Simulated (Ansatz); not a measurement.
# GaCl2(NH2) (Cl₂GaH₂N): geometry, orbitals and charge

Aim: characterise GaCl2(NH2) (Cl₂GaH₂N) as a singlet: its structure, frontier levels and distribution of charge.

Method: RKS PBE0-D4/def2-TZVP; program: Ansatz 0.2.0, Gaussian basis.

Levels to be run: relaxation at PBE0-D4/def2-SVP; a search for the lowest solution at PBE0-D4/def2-SVP; a single point at PBE0-D4/def2-TZVP; harmonic vibrations at PBE0-D4/def2-SVP.

## (1) Starting geometry

6 atoms, charge 0, spin multiplicity 1.

Atoms are counted from 1 here; the program's logs count them from 0.

Bond lengths: Ga1–Cl2 2.080 Å, Ga1–Cl3 2.079 Å, Ga1–N4 1.838 Å, N4–H5 1.014 Å, N4–H6 1.013 Å. Angles: Cl2–Ga1–Cl3 122.2°, Cl2–Ga1–N4 118.7°, Cl3–Ga1–N4 118.9°, Ga1–N4–H5 120.0°, Ga1–N4–H6 119.8°, H5–N4–H6 109.8°.

The start is a GFN2-xTB geometry.

## (2) Optimising with PBE0-D4/def2-SVP

Contents of in.yaml:

```yaml
crystal:
  periodic: [false, false, false]
  atoms:
    - {symbol: Ga, position_ang: [0.381380, 0.653400, 0.009260]}
    - {symbol: Cl, position_ang: [2.435570, 0.610280, 0.331860]}
    - {symbol: Cl, position_ang: [-0.654530, 2.429800, -0.299040]}
    - {symbol: N, position_ang: [-0.567760, -0.914300, 0.150400]}
    - {symbol: H, position_ang: [-1.502930, -0.977330, -0.235560]}
    - {symbol: H, position_ang: [-0.091730, -1.801840, 0.043080]}
basis:
  gaussian: {orbitals: def2-SVP}
hamiltonian: {xc: pbe0, dispersion: d4}
scf: {omitted_lower_state_checks: [starts]}
output: {orbitals: {seedname: orbitals}}
relax: {f_tol: 0.02, max_steps: 100}
```

Launch:

```bash
$ ansatz run in.yaml --threads 4 --pin off --events-out ev --progress --plain --max-ram 3916MiB
```

Further steps of the session: Searching for the lowest solution, PBE0-D4/def2-SVP; Single point, PBE0-D4/def2-TZVP; Harmonic vibrations.

Before running them: what should the planned runs give, taken together? Wanted: point group; commonest bond, hydrogen aside; HOMO, LUMO at PBE0-D4/def2-TZVP; dipole at PBE0-D4/def2-SVP; lowest, highest wavenumber.

**Answer**, as computed:

| quantity | value |
| --- | --- |
| point group | C2v |
| commonest bond, hydrogen aside | Cl–Ga, 2 of mean length 2.133 Å |
| HOMO, LUMO at PBE0-D4/def2-TZVP | -8.07, -1.07 eV |
| dipole at PBE0-D4/def2-SVP | 2.83 D |
| lowest, highest wavenumber | 125, 3752 cm⁻¹ |

In words: The molecule keeps its bonding pattern by the stored test; the atoms moved 0.08 Å (rms). All wavenumbers are real: a minimum at this level.
